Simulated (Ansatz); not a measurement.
# EuN: the cost of one run

Computed with Ansatz 0.2.0 (DFT LDA+U (U_eff = 5 eV on Eu f), plane waves, PAW, no spin–orbit coupling unless a run says so, unless a step's input says otherwise).

## Step 1: The system as given

The structure is cubic, space group Fm-3m (No. 225). The conventional cell has a = 5.014 Å, b = 5.014 Å, c = 5.014 Å, α = 90.00°, β = 90.00°, γ = 90.00°. Eu (site symmetry m-3m) is surrounded by 6 N at 2.51 Å. N (site symmetry m-3m) has 6 Eu at 2.51 Å as nearest neighbours.

Coordinates:

```xyz
2
Lattice="0.0000 2.5070 2.5070 2.5070 0.0000 2.5070 2.5070 2.5070 0.0000" Properties=species:S:1:pos:R:3 pbc="T T T"
Eu    2.5070    2.5070    2.5070
N     0.0000    0.0000    0.0000
```

An earlier series on this cell reached its lowest free state from «ferromagnetic start, free, default search», perhaps among other starts.

## Step 2: Spin-orbit coupling, direction held

Input file input.yaml:

```yaml
crystal:
  lattice:
    - [0.0, 2.50699905, 2.50699905]
    - [2.50699905, 0.0, 2.50699905]
    - [2.50699905, 2.50699905, 0.0]
  atoms:
    - { symbol: Eu, position: [0.5, 0.5, 0.5], spin: 6.0, spin_axis: [0.0, 0.0, 1.0] }
    - { symbol: "N", position: [0.0, 0.0, 0.0] }
basis:
  ecutwfc: 420
  ecutrho_ratio: 4
kpoints:
  mp_grid: { grid: [7, 7, 7] }
hamiltonian:
  xc: lda
  hubbard:
    sites:
      - { site: 0, l: f, u_eff: 5.0, starting_ns: [{ occupation_matrix: s0 }] }
    occupation_matrices:
      s0:
        spinor_matrix:
          - [[0.02, 0.0], [0.0, 0.0], [0.0, 0.0], [0.0, 0.0], [0.0, 0.0], [0.0, 0.0], [0.0, 0.0], [0.0, 0.0], [0.0, 0.0], [0.0, 0.0], [0.0, 0.0], [0.0, 0.0], [0.0, 0.0], [0.0, 0.0]]
          - [[0.0, 0.0], [0.97, 0.0], [0.0, 0.0], [0.0, 0.0], [0.0, 0.0], [0.0, 0.0], [0.0, 0.0], [0.0, 0.0], [0.0, 0.0], [0.0, 0.0], [0.0, 0.0], [0.0, 0.0], [0.0, 0.0], [0.0, 0.0]]
          - [[0.0, 0.0], [0.0, 0.0], [0.97, 0.0], [0.0, 0.0], [0.0, 0.0], [0.0, 0.0], [0.0, 0.0], [0.0, 0.0], [0.0, 0.0], [0.0, 0.0], [0.0, 0.0], [0.0, 0.0], [0.0, 0.0], [0.0, 0.0]]
          - [[0.0, 0.0], [0.0, 0.0], [0.0, 0.0], [0.97, 0.0], [0.0, 0.0], [0.0, 0.0], [0.0, 0.0], [0.0, 0.0], [0.0, 0.0], [0.0, 0.0], [0.0, 0.0], [0.0, 0.0], [0.0, 0.0], [0.0, 0.0]]
          - [[0.0, 0.0], [0.0, 0.0], [0.0, 0.0], [0.0, 0.0], [0.97, 0.0], [0.0, 0.0], [0.0, 0.0], [0.0, 0.0], [0.0, 0.0], [0.0, 0.0], [0.0, 0.0], [0.0, 0.0], [0.0, 0.0], [0.0, 0.0]]
          - [[0.0, 0.0], [0.0, 0.0], [0.0, 0.0], [0.0, 0.0], [0.0, 0.0], [0.97, 0.0], [0.0, 0.0], [0.0, 0.0], [0.0, 0.0], [0.0, 0.0], [0.0, 0.0], [0.0, 0.0], [0.0, 0.0], [0.0, 0.0]]
          - [[0.0, 0.0], [0.0, 0.0], [0.0, 0.0], [0.0, 0.0], [0.0, 0.0], [0.0, 0.0], [0.97, 0.0], [0.0, 0.0], [0.0, 0.0], [0.0, 0.0], [0.0, 0.0], [0.0, 0.0], [0.0, 0.0], [0.0, 0.0]]
          - [[0.0, 0.0], [0.0, 0.0], [0.0, 0.0], [0.0, 0.0], [0.0, 0.0], [0.0, 0.0], [0.0, 0.0], [0.02, 0.0], [0.0, 0.0], [0.0, 0.0], [0.0, 0.0], [0.0, 0.0], [0.0, 0.0], [0.0, 0.0]]
          - [[0.0, 0.0], [0.0, 0.0], [0.0, 0.0], [0.0, 0.0], [0.0, 0.0], [0.0, 0.0], [0.0, 0.0], [0.0, 0.0], [0.02, 0.0], [0.0, 0.0], [0.0, 0.0], [0.0, 0.0], [0.0, 0.0], [0.0, 0.0]]
          - [[0.0, 0.0], [0.0, 0.0], [0.0, 0.0], [0.0, 0.0], [0.0, 0.0], [0.0, 0.0], [0.0, 0.0], [0.0, 0.0], [0.0, 0.0], [0.02, 0.0], [0.0, 0.0], [0.0, 0.0], [0.0, 0.0], [0.0, 0.0]]
          - [[0.0, 0.0], [0.0, 0.0], [0.0, 0.0], [0.0, 0.0], [0.0, 0.0], [0.0, 0.0], [0.0, 0.0], [0.0, 0.0], [0.0, 0.0], [0.0, 0.0], [0.02, 0.0], [0.0, 0.0], [0.0, 0.0], [0.0, 0.0]]
          - [[0.0, 0.0], [0.0, 0.0], [0.0, 0.0], [0.0, 0.0], [0.0, 0.0], [0.0, 0.0], [0.0, 0.0], [0.0, 0.0], [0.0, 0.0], [0.0, 0.0], [0.0, 0.0], [0.02, 0.0], [0.0, 0.0], [0.0, 0.0]]
          - [[0.0, 0.0], [0.0, 0.0], [0.0, 0.0], [0.0, 0.0], [0.0, 0.0], [0.0, 0.0], [0.0, 0.0], [0.0, 0.0], [0.0, 0.0], [0.0, 0.0], [0.0, 0.0], [0.0, 0.0], [0.02, 0.0], [0.0, 0.0]]
          - [[0.0, 0.0], [0.0, 0.0], [0.0, 0.0], [0.0, 0.0], [0.0, 0.0], [0.0, 0.0], [0.0, 0.0], [0.0, 0.0], [0.0, 0.0], [0.0, 0.0], [0.0, 0.0], [0.0, 0.0], [0.0, 0.0], [0.02, 0.0]]
    ns_hold: { iters: 8 }
scf:
  occupations: { method: gaussian, width: 0.05 }
  lower_state_search: "off"
  max_iter: 150
output:
  forces: true
  stress: true
  eigenvalues: true
  populations: true
  hubbard: { sites: [{ site: 0, l: f }] }
magnetization:
  noncollinear: true
  spin_orbit: true
  spin_locking: { lock_directions: true }
```

The typed matrices put 0.97 on the chosen orbitals and 0.02 on the others, and are held for 8 cycles. The lock stays on to the end, so the result is a constrained state. This run includes spin–orbit coupling.

Run with:

```bash
$ ansatz run input.yaml --threads 2 --pin off --max-ram 3072MiB --backend cpu --events-out ev --progress --plain --runs-dir out
```

**Question.** How long does this run take on 2 threads of Arm Neoverse V2, shared host, and how much memory does it need?

About 27 s, with a peak of 0.52 GiB.
